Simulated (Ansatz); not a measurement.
# FH3NOSi: the cost of one run

Method: UKS PBE0-D4/def2-SVP, in Ansatz 0.2.0.

### Step 1. The structure to begin with

Bond lengths: N1–Si2 1.635 Å, Si2–O3 1.641 Å, Si2–F4 1.534 Å, N1–H5 1.018 Å, N1–H6 1.056 Å, O3–H7 0.952 Å. Angles: N1–Si2–O3 99.4°, N1–Si2–F4 106.5°, O3–Si2–F4 103.1°, Si2–N1–H5 111.1°, Si2–N1–H6 109.6°, H5–N1–H6 102.1°, Si2–O3–H7 116.7°.

Coordinates:

```xyz
7

N    -0.3701    1.1497    0.3017
Si    0.0974   -0.3198    0.8450
O     1.2213   -0.6830   -0.2939
F    -1.0486   -1.2881    0.5254
H     0.2995    1.5233   -0.3675
H    -1.2403    1.0493   -0.2886
H     1.1020   -1.4995   -0.7678
```

### Step 2. End point A

The input, input.yaml:

```yaml
crystal:
  periodic: [false, false, false]
  atoms:
    - { symbol: "N", position_ang: [-0.3701, 1.1497, 0.3017] }
    - { symbol: Si, position_ang: [0.0974, -0.3198, 0.845] }
    - { symbol: O, position_ang: [1.2213, -0.683, -0.2939] }
    - { symbol: F, position_ang: [-1.0486, -1.2881, 0.5254] }
    - { symbol: H, position_ang: [0.2995, 1.5233, -0.3675] }
    - { symbol: H, position_ang: [-1.2403, 1.0493, -0.2886] }
    - { symbol: H, position_ang: [1.102, -1.4995, -0.7678] }
magnetization:
  spin_polarized: true
  initial_magnetization: 1
basis:
  gaussian: { orbitals: def2-SVP }
hamiltonian:
  xc: pbe0
  dispersion: d4
relax:
  f_tol: 0.02
  max_steps: 50
```

Started as:

```sh
$ ansatz run input.yaml --threads 2 --pin off --max-ram 3072MiB --backend cpu --events-out ev --progress --plain --runs-dir out
```

**Question.** How long does this run take on 2 threads of AMD EPYC 7R43 (Zen 3), shared host, and how much memory does it need?

About 28 s, with a peak of 0.2 GiB.
